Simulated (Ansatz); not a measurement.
# C2H7ClOSi: small, medium and large basis sets

How large a basis does C2H7ClOSi need? Two functionals are run in growing sets.

The runs use Ansatz 0.2.0, Gaussian basis; one geometry, several basis sets.

Levels to be run: PBE0-D4/def2-SVP; ωB97M-V/def2-SVP; PBE0-D4/def2-QZVPP; ωB97M-V/def2-QZVPP; the functionals' def2-TZVPP values are taken from earlier runs.

### 1 Structure used throughout

The geometry comes from an earlier relaxation with PBE0-D4 in a triple-zeta def2 set; it is a stationary point, not always the lowest conformer.

SMILES `C[Si](C)(O)Cl`, 12 atoms, charge 0, spin multiplicity 1.

Atoms are counted from 1 here; the program's logs count them from 0.

Bond lengths: C1–Si2 1.856 Å, C1–H6 1.092 Å, C1–H7 1.093 Å, C1–H8 1.093 Å, Si2–C3 1.848 Å, Si2–O4 1.641 Å, Si2–Cl5 2.076 Å, C3–H9 1.092 Å, C3–H10 1.092 Å, C3–H11 1.093 Å, O4–H12 0.958 Å. Angles: Si2–C1–H6 110.8°, Si2–C1–H7 111.1°, Si2–C1–H8 110.3°, H6–C1–H7 107.8°, H6–C1–H8 108.4°, H7–C1–H8 108.3°, C1–Si2–C3 113.8°, C1–Si2–O4 112.2°, C1–Si2–Cl5 106.6°, C3–Si2–O4 106.6°, C3–Si2–Cl5 109.0°, O4–Si2–Cl5 108.6°, Si2–C3–H9 110.9°, Si2–C3–H10 110.4°, Si2–C3–H11 110.2°, H9–C3–H10 108.4°, H9–C3–H11 108.5°, H10–C3–H11 108.3° and more.

### 2 PBE0-D4 in def2-SVP

File in.yaml:

```yaml
crystal:
  periodic: [false, false, false]
  atoms:
    - {symbol: C, position_ang: [-1.540879, 0.439349, 0.063959]}
    - {symbol: Si, position_ang: [0.256019, 0.199798, -0.333940]}
    - {symbol: C, position_ang: [1.195782, -0.708020, 0.973503]}
    - {symbol: O, position_ang: [0.475290, -0.632382, -1.731583]}
    - {symbol: Cl, position_ang: [1.070309, 2.095849, -0.558495]}
    - {symbol: H, position_ang: [-1.659964, 0.999142, 0.994479]}
    - {symbol: H, position_ang: [-2.048376, 0.995126, -0.727967]}
    - {symbol: H, position_ang: [-2.036928, -0.528433, 0.176555]}
    - {symbol: H, position_ang: [1.117979, -0.195700, 1.934661]}
    - {symbol: H, position_ang: [2.251313, -0.778894, 0.704384]}
    - {symbol: H, position_ang: [0.801407, -1.721054, 1.088375]}
    - {symbol: H, position_ang: [0.195250, -0.220180, -2.549829]}
basis:
  gaussian: {orbitals: def2-SVP}
hamiltonian: {xc: pbe0, dispersion: d4}
output: {orbitals: {seedname: orbitals}}
```

The run is started by

```bash
ansatz run in.yaml --threads 4 --pin off --events-out ev --progress --plain --max-ram 10444MiB
```

Standard output:

```text
Functional definition: PBE0
  name "PBE0"
  cite "Adamo & Barone, J. Chem. Phys. 110, 6158 (1999) doi:10.1063/1.478522"
  cite "Perdew, Burke & Ernzerhof, Phys. Rev. Lett. 77, 3865 (1996) doi:10.1103/PhysRevLett.77.3865"
  parent pbe
  parameter a = 0.25
  parameter kappa = 0.804
  parameter beta = 0.06672455060314922
  exchange = (1 - a)*pbe_x(kappa = kappa, mu = beta*pi^2/3) + a*exact_x
  correlation = pbe_c(beta = beta)
1274 factors; their error is unknown
mean field evaluation 1: about -24607.2367 eV, gradient 6.9e1 eV
mean field evaluation 2: about -24602.6437 eV, gradient 8.3e1 eV
mean field evaluation 4: about -24617.1157 eV, gradient 2.3e0 eV
mean field evaluation 8: about -24617.2205 eV, gradient 2.9e-2 eV
mean field -24617.22054993 eV, -904.6661690587 hartree, gradient 6.3e-5 eV, S^2 0.000000; 0 other end points of the search recorded, 0 dependent functions left out
reference -24617.22057676 eV, -904.6661700444 hartree; 29, 29 occupied and 84, 84 virtual orbitals, 1274 factors
Total energy: -24617.46007567 eV, -904.6749714670 hartree
```

Wall time 1.1 s (4 threads of Arm Neoverse V2, shared host); peak memory 0.27 GiB.

### 3 ωB97M-V in def2-SVP

in.yaml: that of step 2 with these lines changed.

```diff
@@ -17,3 +17,3 @@
   gaussian: {orbitals: def2-SVP}
-hamiltonian: {xc: pbe0, dispersion: d4}
+hamiltonian: {xc: {name: wB97M-V}}
 output: {orbitals: {seedname: orbitals}}
```

The command is unchanged.

Standard output (excerpt; [...] marks lines left out):

```text
Functional definition: wB97M-V
  name "wB97M-V"
  cite "Mardirossian & Head-Gordon, J. Chem. Phys. 144, 214110 (2016) doi:10.1063/1.4952647"
  cite "Becke, J. Chem. Phys. 107, 8554 (1997) doi:10.1063/1.475007"
  cite "Vydrov & Van Voorhis, J. Chem. Phys. 133, 244103 (2010) doi:10.1063/1.3521275"
  # Of w^i u^j: cxij and so on, Table III.
[...]
  gx(w, u) = 1 - cx + cx01*u + cx10*w
  gss(w, u) = css00 + css04*u^4 + css10*w + css20*w^2 + css43*w^4*u^3
  gos(w, u) = cos00 + cos10*w + (cos20 + cos21*u)*w^2 + (cos60 + cos61*u)*w^6
[...]
      + integral(e_c_pw_mod_opposite_spin*gos(b97_w_opposite, b97_u_opposite)) + vv10(b, c)
1267 factors; their error is unknown
325 factors; integrals over basis functions are off by at most 7.6e-6 eV
[...]
mean field -24626.31011215 eV, -905.0002043090 hartree, gradient 3.3e-5 eV, S^2 0.000000; 0 other end points of the search recorded, 0 dependent functions left out
reference -24626.31015250 eV, -905.0002057918 hartree; 29, 29 occupied and 84, 84 virtual orbitals, 1267 factors
Total energy: -24626.31015250 eV, -905.0002057918 hartree
```

Wall time 4.3 s (4 threads of Arm Neoverse V2, shared host); peak memory 0.37 GiB.

### 4 PBE0-D4 in def2-QZVPP

in.yaml: that of step 3 with these lines changed.

```diff
@@ -16,4 +16,4 @@
 basis:
-  gaussian: {orbitals: def2-SVP}
-hamiltonian: {xc: {name: wB97M-V}}
+  gaussian: {orbitals: "def2-QZVPP.json"}
+hamiltonian: {xc: pbe0, dispersion: d4}
 output: {orbitals: {seedname: orbitals}}
```

Same command.

Standard output:

```text
Functional definition: PBE0
  name "PBE0"
  cite "Adamo & Barone, J. Chem. Phys. 110, 6158 (1999) doi:10.1063/1.478522"
  cite "Perdew, Burke & Ernzerhof, Phys. Rev. Lett. 77, 3865 (1996) doi:10.1103/PhysRevLett.77.3865"
  parent pbe
  parameter a = 0.25
  parameter kappa = 0.804
  parameter beta = 0.06672455060314922
  exchange = (1 - a)*pbe_x(kappa = kappa, mu = beta*pi^2/3) + a*exact_x
  correlation = pbe_c(beta = beta)
1713 factors; their error is unknown
mean field evaluation 1: about -24616.7905 eV, gradient 8.4e1 eV
mean field evaluation 2: about -24608.0197 eV, gradient 1.0e2 eV
mean field evaluation 4: about -24630.3827 eV, gradient 4.6e0 eV
mean field evaluation 8: about -24630.4205 eV, gradient 7.5e-2 eV
mean field evaluation 16: about -24630.4388 eV, gradient 4.7e-5 eV
mean field -24630.43878044 eV, -905.1519300703 hartree, gradient 4.7e-5 eV, S^2 0.000000; 0 other end points of the search recorded, 0 dependent functions left out
reference -24630.43882075 eV, -905.1519315514 hartree; 29, 29 occupied and 492, 492 virtual orbitals, 1713 factors
Total energy: -24630.67831966 eV, -905.1607329740 hartree
```

Wall time 9.5 s (4 threads of Arm Neoverse V2, shared host); peak memory 2.1 GiB.

### 5 ωB97M-V in def2-QZVPP

in.yaml: that of step 4 with these lines changed.

```diff
@@ -17,3 +17,3 @@
   gaussian: {orbitals: "def2-QZVPP.json"}
-hamiltonian: {xc: pbe0, dispersion: d4}
+hamiltonian: {xc: {name: wB97M-V}}
 output: {orbitals: {seedname: orbitals}}
```

The command is unchanged.

Standard output (excerpt; [...] marks lines left out):

```text
Functional definition: wB97M-V
  name "wB97M-V"
  cite "Mardirossian & Head-Gordon, J. Chem. Phys. 144, 214110 (2016) doi:10.1063/1.4952647"
  cite "Becke, J. Chem. Phys. 107, 8554 (1997) doi:10.1063/1.475007"
  cite "Vydrov & Van Voorhis, J. Chem. Phys. 133, 244103 (2010) doi:10.1063/1.3521275"
  # Of w^i u^j: cxij and so on, Table III.
[...]
  gx(w, u) = 1 - cx + cx01*u + cx10*w
  gss(w, u) = css00 + css04*u^4 + css10*w + css20*w^2 + css43*w^4*u^3
  gos(w, u) = cos00 + cos10*w + (cos20 + cos21*u)*w^2 + (cos60 + cos61*u)*w^6
[...]
      + integral(e_c_pw_mod_opposite_spin*gos(b97_w_opposite, b97_u_opposite)) + vv10(b, c)
1677 factors; their error is unknown
405 factors; integrals over basis functions are off by at most 1.1e-5 eV
[...]
mean field -24639.67045081 eV, -905.4911876987 hartree, gradient 6.4e-5 eV, S^2 0.000000; 0 other end points of the search recorded, 0 dependent functions left out
reference -24639.67051430 eV, -905.4911900322 hartree; 29, 29 occupied and 492, 492 virtual orbitals, 1677 factors
Total energy: -24639.67051430 eV, -905.4911900322 hartree
```

Wall time 21 s (4 threads of Arm Neoverse V2, shared host); peak memory 2.6 GiB.

### 6 Density functionals: the series

The def2-TZVPP values come from earlier runs at the same geometry.

```tsv
functional	basis	functions	energy (eV)	from the largest (eV)	HOMO (eV)	LUMO (eV)
PBE0-D4	def2-SVP	113	-24617.4601	13.218	-8.24	1.35
PBE0-D4	def2-TZVPP	275	-24629.7854	0.893	-8.39	0.72
PBE0-D4	def2-QZVPP	521	-24630.6783	0.000	-8.42	0.27
ωB97M-V	def2-SVP	113	-24626.3102	13.360	-10.46	2.96
ωB97M-V	def2-TZVPP	275	-24638.8209	0.850	-10.64	2.13
ωB97M-V	def2-QZVPP	521	-24639.6705	0.000	-10.67	1.42
```

### 7 Outcome

| quantity | value |
| --- | --- |
| PBE0-D4: double and triple zeta above quadruple | 13.22, 0.89 eV |
| ωB97M-V: double and triple zeta above quadruple | 13.36, 0.85 eV |

What this shows: PBE0-D4 gains 12.33 eV from double to triple zeta, then 0.89 eV more. These are total energies; as a rule much of such shifts cancels in differences, which this series doesn't test. The LUMO of ωB97M-V is positive and keeps falling with the basis (2.96 to 1.42 eV): an unbound level that the basis holds in place.

For PBE0-D4 the largest set took about 9 times as long as the smallest (9.5 s against 1.1 s).
